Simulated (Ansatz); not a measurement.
# Au: one crystal by all-electron and frozen-core methods

Aim: solve Au at one geometry with all-electron LAPW, PAW on the default files and all-electron PAW on datasets made for the crystal, and see where they agree.

This is Au in the hcp structure; at room conditions it is fcc.

Computed with Ansatz 0.2.0 (DFT LDA, scalar-relativistic, unless a step's input says otherwise).

### 1 The system as given

Symmetry: P6_3/mmc, No. 194, hexagonal system. Conventional cell: a = 2.900 Å, b = 2.900 Å, c = 4.880 Å, α = 90.00°, β = 90.00°, γ = 120.00°. Around Au (site symmetry -6m2) lie 12 Au at 2.90 to 2.96 Å.

As a file:

```
CELL_PARAMETERS angstrom
2.90000 0.00000 0.00000
-1.45000 2.51147 0.00000
0.00000 0.00000 4.88000
ATOMIC_POSITIONS crystal
Au 0.33333 0.66667 0.75000
Au 0.66667 0.33333 0.25000
```

The geometry is a database entry used as it stands. It may stem from high pressure or temperature, or be incomplete, so it serves as a test cell.

Atoms are numbered in the order of the input: Au1, Au2.

### 2 All-electron LAPW

Contents of input.yaml:

```yaml
crystal:
  lattice:
    - [2.8999984104, 0.0, 0.0]
    - [-1.4499992052, 2.5114722944, 0.0]
    - [0.0, 0.0, 4.88]
  atoms:
    - { symbol: Au, position: [0.3333333333, 0.6666666667, 0.75] }
    - { symbol: Au, position: [0.6666666667, 0.3333333333, 0.25] }
kpoints:
  mp_grid: { grid: [14, 14, 8] }
  band_path:
    path:
      - [0.0, 0.0, 0.0]
      - [0.5, 0.0, 0.0]
      - [0.3333333333, 0.3333333333, 0.0]
      - [0.0, 0.0, 0.0]
      - [0.0, 0.0, 0.5]
      - [0.5, 0.0, 0.5]
      - [0.3333333333, 0.3333333333, 0.5]
      - [0.0, 0.0, 0.5]
      - [0.5, 0.0, 0.5]
    npoints: 14
scf:
  occupations: { method: fermi_dirac, width: 0.03 }
hamiltonian:
  xc: lda
  pseudopotentials: { kind: all_electron, lapw: { basis_error: 0.00025 } }
output:
  forces: true
  stress: true
  eigenvalues: true
  populations: true
  dos: { projected: true, de: 0.2, e_range: [-14, 8] }
```

The run is started by

```bash
ansatz run input.yaml --threads 1 --pin off --max-ram 3072MiB --backend cpu --events-out ev --progress --plain --runs-dir out
```

### 3 PAW on the default files

Edit input.yaml of step 2 so:

```diff
@@ -26,3 +26,3 @@
   xc: lda
-  pseudopotentials: { kind: all_electron, lapw: { basis_error: 0.00025 } }
+  pseudopotentials: { kind: paw }
 output:
@@ -31,3 +31,9 @@
   eigenvalues: true
+  efg: { contact_densities: true }
   populations: true
+  bader: true
   dos: { projected: true, de: 0.2, e_range: [-14, 8] }
+  write_density: true
+  write_potential: true
+  elf: true
+  volumetric_format: npy
```

### 4 All-electron PAW on datasets made for the crystal

Edit input.yaml of step 3 so:

```diff
@@ -21,3 +21,3 @@
       - [0.5, 0.0, 0.5]
-    npoints: 14
+    npoints: 8
 scf:
@@ -26,3 +26,3 @@
   xc: lda
-  pseudopotentials: { kind: paw }
+  pseudopotentials: { kind: all_electron, datasets: crystal }
 output:
@@ -32,8 +32 @@
   efg: { contact_densities: true }
-  populations: true
-  bader: true
-  dos: { projected: true, de: 0.2, e_range: [-14, 8] }
-  write_density: true
-  write_potential: true
-  elf: true
-  volumetric_format: npy
```

(Steps that only read results are left out.)

Q: Predict the outcome of this session. Wanted: pressure; gap; Bader charges.

The runs gave:

```
           quantity                                                 value
           pressure  LAPW -10.70, PAW -10.70, crystal datasets -10.70 GPa
         gap (LAPW)                                                  none
Bader charges (PAW)                                           Au1 +0.00 e
```

In words: At this geometry the cell is under tension of 10.7 GPa, so it would shrink if let go. There is no gap at this level; the crystal is a metal here. Within 0.3 eV of the Fermi level the largest projected share is Au 6s (55 %). The projection holds only the free atom's occupied shells (Au 6s, Au 5d in this range). The field gradient at Au1, the largest by crystal datasets, is 0.99 by PAW and 1.03 by crystal datasets (10²¹ V/m²), within 5 %. Spin–orbit coupling is left out, which moves gradients at and beside heavy atoms by some per cent and at worst by a factor of two. In pressure, PAW differs from LAPW by less than 0.01 GPa. LAPW took about 6 times as long as PAW (2.6 min against 25 s, on a shared host and with the outputs that each input asks for). Spin-orbit coupling is left out, though the cell holds Au; in elements this heavy it can shift bands and gaps by tenths of an eV.
